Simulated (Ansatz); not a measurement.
# Os (Fm-3m): equation of state with a fit, by script

Where is the equilibrium volume of Os (Fm-3m), and how stiff is it? Aim: an equation of state with a fit, for Os (Fm-3m), run from a script.

This is Os in the fcc structure; at room conditions it is hcp.

Program: Ansatz 0.2.0 through its Python package. Level of theory: DFT PBEsol, plane waves, PAW. These are calculated values, not measurements.

### 1 The system

It takes space group Fm-3m (No. 225, cubic). Conventional cell: a = 3.890 Å, b = 3.890 Å, c = 3.890 Å, α = 90.00°, β = 90.00°, γ = 90.00°. Os (site symmetry m-3m) is surrounded by 12 Os at 2.75 Å.

The script holds or builds the structure itself.

### 2 The code

eos_os.py

```python
"""Equation of state of Os."""

import ansatz
from ase.eos import EquationOfState
from ase.units import GPa
import numpy as np

vectors0 = np.array([
    [0.0, 1.945, 1.945],
    [1.945, 0.0, 1.945],
    [1.945, 1.945, 0.0],
])
sites = [
    ("Os", [0.0, 0.0, 0.0]),
]


def on_lattice(cell):
    crystal = ansatz.Crystal(lattice=ansatz.Lattice.of(cell))
    for symbol, position in sites:
        crystal = crystal.atom(symbol, position)
    return crystal


def main() -> None:
    # uniform scaling of the cell
    volumes, energies = [], []
    for scale in np.linspace(0.9, 1.1, 9):
        cell = vectors0 * scale ** (1 / 3)
        setup = (
            on_lattice(cell).calculation()
            .functional("PBEsol")
            .pseudopotentials("paw")
            .basis(19 * ansatz.Ha)
            .occupations("cold")
            .kpoints(10, 10, 10)
        )
        summary = setup.run().report
        volumes.append(abs(np.linalg.det(cell)) / len(sites))
        energies.append(summary["free_energy_ev"] / len(sites))
        print(f"V = {volumes[-1]:8.4f} A^3/atom  F = {energies[-1]:.5f} eV/atom")

    eos = EquationOfState(volumes, energies, eos="murnaghan")
    v0, e0, bulk = eos.fit()
    print(f"V0 = {v0:.4f} A^3/atom, E0 = {e0:.5f} eV/atom, B = {bulk / GPa:.1f} GPa")
    eos.plot("eos.png")


if __name__ == "__main__":
    main()
```

### 3 The calls as engine input

The engine receives this input (first run):

```yaml
crystal:
  lattice:
    - [0.0, 1.87787685305795, 1.87787685305795]
    - [1.87787685305795, 0.0, 1.87787685305795]
    - [1.87787685305795, 1.87787685305795, 0.0]
  atoms:
    - { symbol: Os, position: [0.0, 0.0, 0.0] }
basis:
  ecutwfc: 517.016338673772
kpoints:
  mp_grid:
    grid: [10, 10, 10]
hamiltonian:
  xc: pbesol
  pseudopotentials:
    kind: paw
scf:
  occupations:
    method: cold
```

### 4 Launch

On the command line:

```console
> python eos_os.py
```

**Question.** Where does the minimum lie against the volume typed, and how stiff is the crystal?

The runs gave:

```
                      quantity            value
                 runs compared                9
               range of energy  352.16 meV/atom
lowest point, volume (Å³/atom)           13.980
      equilibrium volume (fit)    13.96 Å³/atom
            bulk modulus (fit)          422 GPa
```

In words: A third-order Birch-Murnaghan fit through the 9 points (the script's own form differs a little) has its minimum at 13.96 Å³ an atom, 5.2 % below the typed cell, with a bulk modulus of 422 GPa and dB/dP = 4.8. From that minimum the energy rises by 53.1 meV an atom on the compressed side and 352.2 meV on the expanded side. The window is off centre, so dB/dP is rough. Reading the output:
- The mesh is modest for a metal, so energies can be off by several to tens of meV an atom and pressures by half a GPa or more; differences at equal mesh fare better.
- Spin-orbit coupling, which matters for elements this heavy, is left out.
- This isn't the structure that Os takes at ambient conditions.
